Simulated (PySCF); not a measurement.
# GeSiH6S (SMILES [SiH3][S][GeH3]) at MP2/STO-3G

What is the vertical ionisation energy of GeSiH6S at MP2/STO-3G? The job is set up through a Python script.

The calculation is run with PySCF 2.14.0.

## Step 1: The system as given

GeSiH6S: 9 atoms, total charge 0, spin state singlet. SMILES: `[SiH3][S][GeH3]`. The coordinates come from a PBE0-D4/def2-TZVP relaxation.

Bond lengths: Si1–S2 2.131 Å, S2–Ge3 2.227 Å, Si1–H4 1.487 Å, Si1–H5 1.483 Å, Si1–H6 1.487 Å, Ge3–H7 1.533 Å, Ge3–H8 1.536 Å, Ge3–H9 1.536 Å. Some angles: Si1–S2–Ge3 98.2°, S2–Si1–H4 111.1°, S2–Si1–H5 106.5°, S2–Si1–H6 111.1°, S2–Ge3–H7 105.6°, S2–Ge3–H8 109.6°, S2–Ge3–H9 109.7°, H4–Si1–H5 109.9°, H4–Si1–H6 108.3°, H5–Si1–H6 109.9°.

## Step 2: A single-point energy at MP2/STO-3G

The input, job.py:

```python
# [SiH3][S][GeH3]
from pyscf import gto, mp

mol = gto.M(
    atom='''
Si    -1.304478     2.202854    -1.725320
S      2.448140     0.953178    -0.968863
Ge     1.513293    -2.184145     1.675242
H     -2.842526     0.147777    -2.866526
H     -1.083569     4.341079    -3.523205
H     -2.579476     3.059278     0.626822
H      4.054029    -3.353697     2.426786
H     -0.167619    -4.128863     0.325033
H      0.129446    -1.125143     3.997716
''',
    max_memory=1860,
    unit='bohr',
    basis='sto-3g',
    charge=0,
    verbose=3,
)

myscf = mol.RHF()
myscf.conv_tol = 1e-10
myscf.kernel()
if not myscf.converged:
    myscf = myscf.newton().run(myscf.mo_coeff, myscf.mo_occ)

pt = mp.MP2(myscf, frozen=19).run()
e_final = pt.e_tot
print(f'total energy: {e_final:.8f} hartree')
```

Command:

```bash
OMP_NUM_THREADS=1 python job.py
```

The program printed:

```text
converged SCF energy = -2734.07558003604
E(RMP2) = -2734.17550813012  E_corr = -0.0999280940767093
E(SCS-RMP2) = -2734.19007802818  E_corr = -0.114497992134246
total energy: -2734.17550813 hartree
```

It took 1.1 s on 1 thread of Arm Neoverse V1, shared host; peak memory 0.12 GiB.

## Step 3: The doublet cation

The input, mol.xyz:

```xyz
9

Si    -0.690300     1.165700    -0.913000
S      1.295500     0.504400    -0.512700
Ge     0.800800    -1.155800     0.886500
H     -1.504200     0.078200    -1.516900
H     -0.573400     2.297200    -1.864400
H     -1.365000     1.618900     0.331700
H      2.145300    -1.774700     1.284200
H     -0.088700    -2.184900     0.172000
H      0.068500    -0.595400     2.115500
```

The input, job.py:

```python
from pyscf import gto, scf, mp

system = gto.M(
    atom='mol.xyz',
    basis='sto-3g',
    verbose=3,
    max_memory=1860,
    charge=1,
    spin=1,
)

mf = scf.UHF(system)
mf.conv_tol = 1e-10
mf.kernel()
if not mf.converged:
    mf = mf.newton().run(mf.mo_coeff, mf.mo_occ)

pt = mp.MP2(mf, frozen=19).run()
e_final = pt.e_tot
print('E = %.10f Eh' % e_final)
```

Command:

```bash
OMP_NUM_THREADS=1 python job.py
```

The program printed:

```text
converged SCF energy = -2733.88516702733  <S^2> = 0.7569474  2S+1 = 2.0069354
E(UMP2) = -2733.98035754265  E_corr = -0.0951905153257802
E(SCS-UMP2) = -2733.99481762345  E_corr = -0.109650596118584
E = -2733.9803575427 Eh
```

Run time: 1.2 s. Hardware: 1 thread of Arm Neoverse V1, shared host; peak memory 0.12 GiB.

## Step 4: Outcome

Level: MP2/STO-3G, 19 core orbitals frozen.

| quantity | value |
| --- | --- |
| singlet GeSiH6S: total energy | -2734.17551 Eh |
| singlet GeSiH6S: dipole moment (Hartree–Fock density) | 1.11 D |
| singlet GeSiH6S: HOMO energy (Hartree–Fock orbitals) | -6.82 eV |
| singlet GeSiH6S: LUMO energy (Hartree–Fock orbitals) | 10.17 eV |
| singlet GeSiH6S: HOMO–LUMO gap (Hartree–Fock orbitals) | 16.98 eV |
| singlet GeSiH6S: correlation energy (19 core orbitals frozen) | -99.9 mEh |
| doublet cation: total energy | -2733.98036 Eh |
| doublet cation: HOMO energy (Hartree–Fock orbitals) (highest over α and β) | -15.91 eV |
| doublet cation: LUMO energy (Hartree–Fock orbitals) (lowest over α and β) | -3.55 eV |
| doublet cation: correlation energy (19 core orbitals frozen) | -95.2 mEh |
| doublet cation: ⟨S²⟩ of the reference determinant | 0.757 |
| vertical ionisation energy (to the doublet cation) | 5.310 eV |

The vertical ionisation energy comes to 5.31 eV (122 kcal/mol). In a minimal basis such a difference can be off by several eV, whatever the method. Mulliken charges (singlet GeSiH6S) of the mean-field density run from -0.20 on S2 to +0.57 on Si1; they depend strongly on the basis.
